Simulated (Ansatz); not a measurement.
Crystal: LiBe.

```xyz
2
Lattice="2.8112 0.0000 0.0000 0.0000 2.8112 0.0000 0.0000 0.0000 2.8112" Properties=species:S:1:pos:R:3 pbc="T T T"
Be    1.4056    1.4056    1.4056
Li    0.0000    0.0000    0.0000
```

The cell comes from a database or a generator and needn't be the stable form of this composition.

Base run:

```yaml
Program: Ansatz 0.2.0
Functional: BLYP
Potentials_or_basis: all-electron LAPW, scalar-relativistic
Cutoff: 117 eV (chosen from the basis error)
Basis_error_allowed: 0.001 eV/atom
k_mesh: 9 × 9 × 9
Occupations: fermi-dirac, width 0.05 eV
Spin: no spin polarisation
```

Its results: pressure 1.1 GPa.

Problem. After a change of settings the same cell gave: pressure -2.7 GPa. Which change was it?
A. functional from BLYP to LDA
B. functional from BLYP to RPBE
C. functional from BLYP to revPBE
D. functional from BLYP to PBEsol

Solution. A.

LDA binds more tightly than BLYP, so the same cell stands under less pressure.

Runs at the PBE level aren't shown here.
